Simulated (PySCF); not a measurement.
# PmH10O5 (+3): ligand-field states

What do calculations give for the ligand-field states of PmH10O5 (+3)?

Computed with PySCF 2.14.0 and routines of our own; the level stands in each step. Atoms count from 0.

### Step 1. The starting structure

16 atoms, charge 3, states of the metal's open shell are computed; geometry from: model geometry, bond lengths from ionic radii.

### Step 2. Ligand-field states: state-averaged CASSCF

What the job is given:

```
{"job": {"kind": "lf", "basis": {"metal": "x2c-TZVPall", "ligand": "x2c-SVPall"}, "nevpt": false}, "charge": 3, "metal": "Pm", "open_shell": "f4"}
Pm     0.000000     0.000000     0.000000
O      0.000000     0.000000     2.310000
H      0.775000     0.000000     2.885000
H     -0.775000     0.000000     2.885000
O      0.000000     0.000000    -2.310000
H      0.775000     0.000000    -2.885000
H     -0.775000     0.000000    -2.885000
O      2.310000     0.000000     0.000000
H      2.885000     0.775000     0.000000
H      2.885000    -0.775000     0.000000
O     -1.155000     2.000519     0.000000
H     -2.113670     2.110983     0.000000
H     -0.771330     2.885983     0.000000
O     -1.155000    -2.000519     0.000000
H     -0.771330    -2.885983     0.000000
H     -2.113670    -2.110983     0.000000
```

Level: state-averaged CASSCF of the metal f shell, state-interaction spin-orbit coupling.

Launch:

```bash
$ OMP_NUM_THREADS=1 python lf_run.py task.json out
```

This one command runs all jobs of the session in turn.

Log:

```text
basis functions 224, electrons 108, active (4e, 7o)
stage 1: DIIS on the effective Fock matrix, level shift 0.30
cycle   1  E = -10393.9507697010  dE = -1.039e+04  max|g| = 2.692e+00
cycle   2  E = -10395.4769529496  dE = -1.526e+00  max|g| = 1.194e+00
cycle   3  E = -10395.7013188595  dE = -2.244e-01  max|g| = 6.185e-01
cycle   4  E = -10395.8017120728  dE = -1.004e-01  max|g| = 1.542e-01
cycle   5  E = -10395.8108116560  dE = -9.100e-03  max|g| = 1.687e-02
cycle   6  E = -10395.8102672215  dE =  5.444e-04  max|g| = 4.705e-02
cycle   7  E = -10395.8111912708  dE = -9.240e-04  max|g| = 2.562e-02
cycle   8  E = -10395.8111746950  dE =  1.658e-05  max|g| = 3.515e-02
cycle   9  E = -10395.8111921681  dE = -1.747e-05  max|g| = 3.493e-02
cycle  10  E = -10395.8112028157  dE = -1.065e-05  max|g| = 3.598e-02
cycle  11  E = -10395.8112132745  dE = -1.046e-05  max|g| = 3.597e-02
cycle  12  E = -10395.8112259100  dE = -1.264e-05  max|g| = 3.557e-02
cycle  13  E = -10395.8112394774  dE = -1.357e-05  max|g| = 3.604e-02
cycle  14  E = -10395.8112406806  dE = -1.203e-06  max|g| = 3.456e-02
cycle  15  E = -10395.8112531036  dE = -1.242e-05  max|g| = 3.522e-02
cycle  16  E = -10395.8112854906  dE = -3.239e-05  max|g| = 3.278e-02
cycle  17  E = -10395.8114393689  dE = -1.539e-04  max|g| = 2.306e-02
cycle  18  E = -10395.8112919574  dE =  1.474e-04  max|g| = 3.473e-02
cycle  19  E = -10395.8108137174  dE =  4.782e-04  max|g| = 4.429e-02
cycle  20  E = -10395.8098500400  dE =  9.637e-04  max|g| = 5.648e-02
stage 2: quasi-Newton rotations from the point of smallest gradient
cycle  22  E = -10395.8116616653  dE = -8.500e-04  max|g| = 4.708e-03
cycle  23  E = -10395.8117278039  dE = -6.614e-05  max|g| = 1.966e-03
cycle  24  E = -10395.8117349639  dE = -7.160e-06  max|g| = 5.442e-04
cycle  25  E = -10395.8117354298  dE = -4.659e-07  max|g| = 1.728e-04
cycle  26  E = -10395.8117354589  dE = -2.910e-08  max|g| = 8.122e-05
cycle  27  E = -10395.8117354638  dE = -4.911e-09  max|g| = 9.478e-06
converged average energy = -10395.8117354638

 mult deg   label        CASSCF/cm-1   NEVPT2/cm-1
   5   1   5A2                 0.0
   5   1   5B1                24.3
   5   1   5A1                85.3
   5   1   5B2               136.2
   5   1   5A1               215.1
   5   1   5B1               237.8
   5   1   5A2               342.7
   5   1   5B1               424.9
   5   1   5B2               555.0
   5   1   5A1               589.8
   5   1   5A2               699.7
   5   1   5B2               899.8
   5   1   5A1               921.3
   5   1   5B1             14926.1
   5   2   5F              14967.0
   5   1   5A2             15151.8
   5   1   5A1             15164.6
   5   1   5A2             15181.8
   5   1   5B1             15352.5
   5   1   5B2             15676.6
   3   2   3K              17888.1
   3   1   3B2             17970.0
   3   2   3K              17987.6
   3   1   3A2             17992.8
   3   1   3B1             18000.7
   3   1   3B1             18013.4
   3   1   3A2             18015.9
   3   1   3B2             18024.4
   3   1   3A1             18033.4
   3   1   3A2             18046.3
   3   1   3A1             18061.1
   3   1   3B2             18080.1
   3   1   3B1             18086.1
   3   1   3A2             22628.4
   3   1   3A1             22652.2
   3   1   3B2             22717.8
   3   1   3B1             22764.3
   3   1   3B2             22807.1
   3   1   3B1             22853.4
   3   1   3A1             22894.2
   3   1   3A2             22902.7
   3   1   3B2             22920.2
   5   1   5A1             23278.2
   5   1   5A1             23432.7
   5   1   5B2             23454.1
   5   1   5A2             23455.9
   3   1   3B1             23469.4
   3   1   3A2             23471.1
   5   1   5B1             23570.6
   5   1   5B1             23754.1
   5   1   5B2             23976.2
   5   1   5A1             24002.2
   5   1   5A2             24086.3
   3   1   3B1             24428.0
   3   1   3B2             24513.8
   3   1   3A1             24515.3
   3   1   3A1             24574.2
   3   1   3A2             24601.0
   3   1   3B2             24635.4
   3   1   3B1             24637.9

spin-orbit levels / cm-1
      0.00  x1  5B1 0.21 5A2 0.20 5B2 0.18
    155.52  x1  5A1 0.21 5A2 0.18 5A2 0.12
    168.15  x1  5B1 0.23 5A2 0.18 5A2 0.11
    174.66  x1  5B2 0.25 5B1 0.17 5A1 0.13
    177.66  x1  5A2 0.19 5A1 0.17 5A2 0.14
    225.14  x1  5B1 0.21 5A1 0.16 5A1 0.16
    246.89  x1  5B1 0.23 5A1 0.21 5A1 0.10
    475.07  x1  5B2 0.20 5A1 0.20 5B1 0.13
    536.53  x1  5B2 0.23 5A1 0.23 5B2 0.10
   1642.36  x1  5B1 0.26 5A2 0.21 5B1 0.14
   1662.11  x1  5B2 0.27 5A1 0.21 5A2 0.13
   1689.84  x1  5A1 0.24 5A1 0.16 5B1 0.15
   1727.75  x1  5B1 0.20 5A1 0.20 5B1 0.18
   1728.40  x1  5A2 0.19 5A1 0.18 5A2 0.16
   1757.02  x1  5B2 0.23 5B1 0.18 5A1 0.14
   1781.57  x1  5A2 0.26 5A1 0.22 5B1 0.17
   1890.35  x1  5B2 0.18 5B2 0.16 5A1 0.15
   1893.45  x1  5B2 0.22 5A1 0.22 5A1 0.17
   1931.07  x1  5B1 0.32 5A1 0.23 5B2 0.17
   1931.92  x1  5A2 0.27 5B2 0.24 5A1 0.17
   3318.83  x1  5B2 0.32 5A2 0.28 5A1 0.19
   3339.95  x1  5A1 0.24 5B1 0.19 5A1 0.16
   3386.87  x1  5A1 0.20 5A1 0.20 5B2 0.13
   3395.01  x1  5A1 0.26 5A2 0.24 5A2 0.14
   3412.19  x1  5B1 0.24 5A2 0.20 5B1 0.15
   3430.94  x1  5A2 0.16 5B1 0.15 5A2 0.14
   3432.23  x1  5B2 0.29 5A1 0.20 5B2 0.17
   3436.82  x1  5B1 0.31 5B1 0.18 5B1 0.16
   3472.25  x1  5A1 0.25 5A2 0.24 5A1 0.18
   3599.59  x1  5A1 0.27 5B2 0.18 5B2 0.11
```

Run time: 31 s. Hardware: 1 thread of AMD EPYC 9R14, shared host; peak memory 0.67 GiB.

Warnings kept with the result: spin Hamiltonian not valid, low-lying orbital states.

In short:

| quantity | value |
| --- | --- |
| spin-orbit constant ζ | 1059 cm⁻¹ |

Powder susceptibility:

| T (K) | χT (cm³ K/mol) | μ(eff) |
| --- | --- | --- |
| 2 | 0.011 | 0.30 |
| 5 | 0.028 | 0.48 |
| 10 | 0.057 | 0.67 |
| 20 | 0.113 | 0.95 |
| 30 | 0.170 | 1.17 |
| 50 | 0.292 | 1.53 |
| 75 | 0.448 | 1.89 |
| 100 | 0.574 | 2.14 |
| 150 | 0.725 | 2.41 |
| 200 | 0.807 | 2.54 |
| 250 | 0.862 | 2.62 |
| 300 | 0.903 | 2.69 |

Orbitals, density, ELF and potential are computed afterwards from the orbital file.

The spin density lies nearest to Pm0 99 %.

### Step 3. Ligand-field states: state-averaged CASSCF (soc bare)

The job, as its differences from that of step 2:

```diff
@@ -1,2 +1,2 @@
-{"job": {"kind": "lf", "basis": {"metal": "x2c-TZVPall", "ligand": "x2c-SVPall"}, "nevpt": false}, "charge": 3, "metal": "Pm", "open_shell": "f4"}
+{"job": {"kind": "lf", "basis": {"metal": "x2c-TZVPall", "ligand": "x2c-SVPall"}, "nevpt": false, "soc": "bare"}, "charge": 3, "metal": "Pm", "open_shell": "f4"}
 Pm     0.000000     0.000000     0.000000
```

Level: state-averaged CASSCF of the metal f shell, state-interaction spin-orbit coupling.

Log:

```text
basis functions 224, electrons 108, active (4e, 7o)
stage 1: DIIS on the effective Fock matrix, level shift 0.30
cycle   1  E = -10393.9507697010  dE = -1.039e+04  max|g| = 2.692e+00
cycle   2  E = -10395.4769529496  dE = -1.526e+00  max|g| = 1.194e+00
cycle   3  E = -10395.7013188595  dE = -2.244e-01  max|g| = 6.185e-01
cycle   4  E = -10395.8017120728  dE = -1.004e-01  max|g| = 1.542e-01
cycle   5  E = -10395.8108116560  dE = -9.100e-03  max|g| = 1.687e-02
cycle   6  E = -10395.8102672215  dE =  5.444e-04  max|g| = 4.705e-02
cycle   7  E = -10395.8111912708  dE = -9.240e-04  max|g| = 2.562e-02
cycle   8  E = -10395.8111746950  dE =  1.658e-05  max|g| = 3.515e-02
cycle   9  E = -10395.8111921681  dE = -1.747e-05  max|g| = 3.493e-02
cycle  10  E = -10395.8112028157  dE = -1.065e-05  max|g| = 3.598e-02
cycle  11  E = -10395.8112132745  dE = -1.046e-05  max|g| = 3.597e-02
cycle  12  E = -10395.8112259100  dE = -1.264e-05  max|g| = 3.557e-02
cycle  13  E = -10395.8112394774  dE = -1.357e-05  max|g| = 3.604e-02
cycle  14  E = -10395.8112406806  dE = -1.203e-06  max|g| = 3.456e-02
cycle  15  E = -10395.8112531036  dE = -1.242e-05  max|g| = 3.522e-02
cycle  16  E = -10395.8112854906  dE = -3.239e-05  max|g| = 3.278e-02
cycle  17  E = -10395.8114393689  dE = -1.539e-04  max|g| = 2.306e-02
cycle  18  E = -10395.8112919574  dE =  1.474e-04  max|g| = 3.473e-02
cycle  19  E = -10395.8108137174  dE =  4.782e-04  max|g| = 4.429e-02
cycle  20  E = -10395.8098500400  dE =  9.637e-04  max|g| = 5.648e-02
stage 2: quasi-Newton rotations from the point of smallest gradient
cycle  22  E = -10395.8116616653  dE = -8.500e-04  max|g| = 4.708e-03
cycle  23  E = -10395.8117278039  dE = -6.614e-05  max|g| = 1.966e-03
cycle  24  E = -10395.8117349639  dE = -7.160e-06  max|g| = 5.442e-04
cycle  25  E = -10395.8117354298  dE = -4.659e-07  max|g| = 1.728e-04
cycle  26  E = -10395.8117354589  dE = -2.910e-08  max|g| = 8.122e-05
cycle  27  E = -10395.8117354638  dE = -4.911e-09  max|g| = 9.478e-06
converged average energy = -10395.8117354638

 mult deg   label        CASSCF/cm-1   NEVPT2/cm-1
   5   1   5A2                 0.0
   5   1   5B1                24.3
   5   1   5A1                85.3
   5   1   5B2               136.2
   5   1   5A1               215.1
   5   1   5B1               237.8
   5   1   5A2               342.7
   5   1   5B1               424.9
   5   1   5B2               555.0
   5   1   5A1               589.8
   5   1   5A2               699.7
   5   1   5B2               899.8
   5   1   5A1               921.3
   5   1   5B1             14926.1
   5   2   5F              14967.0
   5   1   5A2             15151.8
   5   1   5A1             15164.6
   5   1   5A2             15181.8
   5   1   5B1             15352.5
   5   1   5B2             15676.6
   3   2   3K              17888.1
   3   1   3B2             17970.0
   3   2   3K              17987.6
   3   1   3A2             17992.8
   3   1   3B1             18000.7
   3   1   3B1             18013.4
   3   1   3A2             18015.9
   3   1   3B2             18024.4
   3   1   3A1             18033.4
   3   1   3A2             18046.3
   3   1   3A1             18061.1
   3   1   3B2             18080.1
   3   1   3B1             18086.1
   3   1   3A2             22628.4
   3   1   3A1             22652.2
   3   1   3B2             22717.8
   3   1   3B1             22764.3
   3   1   3B2             22807.1
   3   1   3B1             22853.4
   3   1   3A1             22894.2
   3   1   3A2             22902.7
   3   1   3B2             22920.2
   5   1   5A1             23278.2
   5   1   5A1             23432.7
   5   1   5B2             23454.1
   5   1   5A2             23455.9
   3   1   3B1             23469.4
   3   1   3A2             23471.1
   5   1   5B1             23570.6
   5   1   5B1             23754.1
   5   1   5B2             23976.2
   5   1   5A1             24002.2
   5   1   5A2             24086.3
   3   1   3B1             24428.0
   3   1   3B2             24513.8
   3   1   3A1             24515.3
   3   1   3A1             24574.2
   3   1   3A2             24601.0
   3   1   3B2             24635.4
   3   1   3B1             24637.9

spin-orbit levels / cm-1
      0.00  x1  5B1 0.20 5A2 0.18 5B2 0.17
    162.66  x1  5A1 0.20 5A2 0.18 5B1 0.10
    178.26  x1  5A2 0.18 5A1 0.17 5B1 0.15
    185.49  x1  5B2 0.21 5B1 0.16 5B2 0.13
    189.78  x1  5B2 0.18 5A1 0.18 5A2 0.16
    233.93  x1  5B1 0.18 5A1 0.14 5A1 0.13
    253.31  x1  5B1 0.22 5A1 0.19 5A1 0.10
    527.69  x1  5B2 0.26 5A1 0.25 5B1 0.10
    573.59  x1  5B2 0.27 5A1 0.27 5B2 0.07
   3681.91  x1  5B1 0.24 5A2 0.21 5B1 0.12
   3695.06  x1  5B2 0.26 5A1 0.20 5A2 0.10
   3720.03  x1  5A1 0.25 5A1 0.15 5B2 0.14
   3754.29  x1  5A2 0.22 5A2 0.22 5B2 0.16
   3769.57  x1  5A1 0.20 5B1 0.18 5B1 0.18
   3800.57  x1  5B2 0.24 5B1 0.17 5A1 0.13
   3803.83  x1  5A2 0.22 5A1 0.16 5A1 0.15
   3881.80  x1  5A1 0.19 5A1 0.16 5B2 0.15
   3893.82  x1  5B2 0.16 5B2 0.15 5B2 0.14
   4003.55  x1  5A1 0.27 5B1 0.27 5B2 0.21
   4004.09  x1  5B2 0.28 5A2 0.23 5A1 0.21
   7261.51  x1  5B2 0.30 5A2 0.28 5A1 0.17
   7280.18  x1  5A1 0.23 5B1 0.20 5A1 0.16
   7323.01  x1  5A1 0.20 5A1 0.19 5B2 0.12
   7325.20  x1  5A1 0.26 5A2 0.23 5B2 0.13
   7354.15  x1  5B1 0.24 5A2 0.19 5A2 0.14
   7356.36  x1  5A2 0.16 5B1 0.15 5A2 0.14
   7372.86  x1  5B1 0.29 5A2 0.16 5B1 0.15
   7374.00  x1  5B2 0.29 5A1 0.18 5B2 0.17
   7399.78  x1  5A1 0.26 5A2 0.20 5A1 0.18
   7497.35  x1  5A1 0.23 5B2 0.13 5B2 0.11
```

Wall time 22 s (1 thread of AMD EPYC 9R14, shared host); peak memory 0.69 GiB.

Warnings kept with the result: spin Hamiltonian not valid, low-lying orbital states.

From this job:

| quantity | value |
| --- | --- |
| spin-orbit constant ζ | 2184 cm⁻¹ |

Powder susceptibility:

| T (K) | χT (cm³ K/mol) | μ(eff) |
| --- | --- | --- |
| 2 | 0.012 | 0.31 |
| 20 | 0.119 | 0.98 |
| 100 | 0.601 | 2.19 |
| 300 | 0.895 | 2.67 |

### Step 4. Ligand-field states: state-averaged CASSCF (stretch 1.5)

What the job is given:

```
{"job": {"kind": "lf", "basis": {"metal": "x2c-TZVPall", "ligand": "x2c-SVPall"}, "nevpt": false, "max_cycle": 54}, "charge": 3, "metal": "Pm", "open_shell": "f4"}
Pm     0.000000     0.000000     0.000000
O      0.000000     0.000000     3.465000
H      1.162500     0.000000     4.327500
H     -1.162500     0.000000     4.327500
O      0.000000     0.000000    -3.465000
H      1.162500     0.000000    -4.327500
H     -1.162500     0.000000    -4.327500
O      3.465000     0.000000     0.000000
H      4.327500     1.162500     0.000000
H      4.327500    -1.162500     0.000000
O     -1.732500     3.000778     0.000000
H     -3.170505     3.166474     0.000000
H     -1.156995     4.328974     0.000000
O     -1.732500    -3.000778     0.000000
H     -1.156995    -4.328974     0.000000
H     -3.170505    -3.166474     0.000000
```

Method: state-averaged CASSCF of the metal f shell, state-interaction spin-orbit coupling.

Log:

```text
basis functions 224, electrons 108, active (4e, 7o)
stage 1: DIIS on the effective Fock matrix, level shift 0.30
cycle   1  E = -10392.2661422804  dE = -1.039e+04  max|g| = 2.641e+00
cycle   2  E = -10394.1962618713  dE = -1.930e+00  max|g| = 1.094e+00
cycle   3  E = -10394.4800264012  dE = -2.838e-01  max|g| = 5.119e-01
cycle   4  E = -10394.5123107884  dE = -3.228e-02  max|g| = 1.013e-01
cycle   5  E = -10393.8134964021  dE =  6.988e-01  max|g| = 1.186e+00
cycle   6  E = -10394.4112293296  dE = -5.977e-01  max|g| = 4.324e-01
cycle   7  E = -10392.7650435689  dE =  1.646e+00  max|g| = 2.038e+00
cycle   8  E = -10392.6185453957  dE =  1.465e-01  max|g| = 1.477e+00
cycle   9  E = -10386.8955857882  dE =  5.723e+00  max|g| = 4.459e+00
cycle  10  E = -10385.1068807620  dE =  1.789e+00  max|g| = 3.540e+00
cycle  11  E = -10382.7793166055  dE =  2.328e+00  max|g| = 5.333e+00
cycle  12  E = -10384.4507912185  dE = -1.671e+00  max|g| = 3.772e+00
cycle  13  E = -10382.3282796483  dE =  2.123e+00  max|g| = 5.275e+00
cycle  14  E = -10384.0297384428  dE = -1.701e+00  max|g| = 3.825e+00
cycle  15  E = -10375.3289365936  dE =  8.701e+00  max|g| = 7.759e+00
stage 2: quasi-Newton rotations from the point of smallest gradient
cycle  17  E = -10394.5504260047  dE = -3.812e-02  max|g| = 8.606e-02
cycle  18  E = -10394.5567792699  dE = -6.353e-03  max|g| = 4.584e-02
cycle  19  E = -10394.5579504958  dE = -1.171e-03  max|g| = 2.527e-03
cycle  20  E = -10394.5579786650  dE = -2.817e-05  max|g| = 1.415e-03
cycle  21  E = -10394.5579818908  dE = -3.226e-06  max|g| = 5.246e-04
cycle  22  E = -10394.5579822881  dE = -3.973e-07  max|g| = 3.081e-04
cycle  23  E = -10394.5579824108  dE = -1.226e-07  max|g| = 3.928e-05
cycle  24  E = -10394.5579824183  dE = -7.503e-09  max|g| = 1.666e-05
cycle  25  E = -10394.5579824194  dE = -1.090e-09  max|g| = 9.394e-06
converged average energy = -10394.5579824194

 mult deg   label        CASSCF/cm-1   NEVPT2/cm-1
   5   1   5B2                 0.0
   5   1   5B1                 0.9
   5   2   5I                  3.2
   5   2   5I                 10.3
   5   1   5A2                21.8
   5   1   5A1                21.9
   5   1   5B2                25.2
   5   1   5B1                26.4
   5   1   5A2                28.4
   5   1   5B2                85.0
   5   1   5A1                85.4
   5   1   5B1             14950.3
   5   1   5B2             14962.5
   5   1   5A2             14962.7
   5   1   5A1             14963.0
   5   1   5A1             14986.6
   5   1   5A2             15005.2
   5   1   5B1             15016.9
   5   1   5B2             15043.8
   3   2   3K              17843.2
   3   1   3B2             17854.9
   3   1   3A1             17855.1
   3   3   3K              17865.0
   3   1   3A2             17865.3
   3   2   3K              17865.4
   3   1   3B2             17866.5
   3   1   3A1             17867.5
   3   1   3A1             17867.8
   3   1   3B2             17870.3
   3   1   3B1             17870.5
   3   1   3A2             22804.4
   3   2   3H              22807.1
   3   1   3A1             22808.0
   3   1   3B1             22816.1
   3   2   3H              22821.7
   3   1   3B2             22831.2
   3   1   3A1             22833.3
   3   2   3H              22915.4
   5   1   5A1             23503.9
   5   2   5G              23512.9
   5   1   5A2             23521.6
   5   1   5B1             23525.1
   5   1   5B1             23560.6
   5   1   5B2             23561.5
   5   1   5A1             23562.4
   5   1   5A2             23576.4
   3   2   3G              24692.3
   3   1   3B1             24699.2
   3   1   3B2             24699.7
   3   1   3A1             24703.3
   3   1   3B1             24705.9
   3   1   3A2             24715.9
   3   2   3G              24771.3
   3   2   3L              24995.0
   3   1   3B1             25059.4
   3   1   3A2             25059.5
   3   1   3A1             25097.0
   3   1   3B2             25099.7
   3   1   3B1             25101.5
   3   1   3A1             25104.5

spin-orbit levels / cm-1
      0.00  x1  5I 0.39 5I 0.15 5B2 0.12
      0.67  x1  5I 0.42 5A2 0.12 5I 0.11
      2.31  x1  5B2 0.23 5B1 0.20 5I 0.16
      3.80  x1  5B1 0.22 5B2 0.20 5B2 0.17
      7.65  x1  5I 0.44 5A1 0.13 5B2 0.12
      8.12  x1  5I 0.50 5A2 0.12 5B2 0.11
     14.13  x1  5A2 0.20 5B1 0.19 5B2 0.18
     56.96  x1  5B2 0.33 5A1 0.33 5A2 0.09
     57.76  x1  5B2 0.33 5A1 0.33 5A2 0.10
   1528.46  x1  5I 0.31 5B2 0.29 5I 0.17
   1528.73  x1  5I 0.30 5B1 0.28 5A2 0.23
   1531.51  x1  5I 0.37 5A1 0.22 5B2 0.11
   1533.16  x1  5I 0.23 5I 0.22 5A2 0.12
   1535.33  x1  5I 0.36 5B2 0.28 5I 0.12
   1535.64  x1  5B1 0.26 5B1 0.20 5A2 0.14
   1539.04  x1  5I 0.32 5A2 0.25 5A1 0.19
   1552.03  x1  5A2 0.16 5I 0.16 5I 0.16
   1552.61  x1  5B2 0.19 5B2 0.16 5A2 0.16
   1578.49  x1  5A1 0.30 5B2 0.28 5B1 0.22
   1578.50  x1  5B2 0.30 5A1 0.28 5A2 0.14
   3226.02  x1  5I 0.30 5I 0.21 5B1 0.16
   3226.05  x1  5I 0.40 5A2 0.26 5B2 0.18
   3229.33  x1  5I 0.28 5I 0.17 5B2 0.13
   3230.11  x1  5I 0.36 5A1 0.18 5B1 0.14
   3231.17  x1  5B1 0.25 5I 0.22 5A2 0.14
   3232.52  x1  5B2 0.31 5I 0.29 5A1 0.12
   3234.57  x1  5I 0.53 5B2 0.18 5A2 0.11
   3238.51  x1  5A2 0.30 5I 0.15 5B1 0.13
   3239.83  x1  5A2 0.37 5B1 0.14 5A1 0.11
   3254.32  x1  5A1 0.18 5B2 0.15 5A2 0.10
```

Wall time 26 s (1 thread of AMD EPYC 9R14, shared host); peak memory 0.69 GiB.

The run ended normally, but its values are not to be used for the molecule: all coordinates were scaled by 1.5.

### Step 5. The runs side by side

From the CASSCF states (cm⁻¹; the spread is that of the fitted one-electron ligand-field levels):

| step | setting | ground state | next state | orbital spread | ζ | μ(eff), 300 K |
| --- | --- | --- | --- | --- | --- | --- |
| 2 | as given | 5A2 | 5B1 at 24 | 1603 | 1059 | 2.69 |
| 3 | soc bare | 5A2 | 5B1 at 24 | 1603 | 2184 | 2.67 |

### Step 6. What came out

| quantity | value |
| --- | --- |
| spin-orbit constant ζ (step 2, state-averaged CASSCF) | 1059 cm⁻¹ |
| ground multiplicity, μ(eff) at 300 K (step 2, 5 donors at 2.31 Å) | 5, 2.69 μB |
| ground multiplicity, μ(eff) at 300 K (step 3, 5 donors at 2.31 Å) | 5, 2.67 μB |
| runs | 0 failed, 1 ended on unsound input |

In words: In step 2, χT goes from 0.01 at 2 K to 0.90 cm³ K/mol at 300 K, as higher levels fill or mix in. The bare spin-orbit operator lacks the screening by other electrons, so its ζ comes out too large.
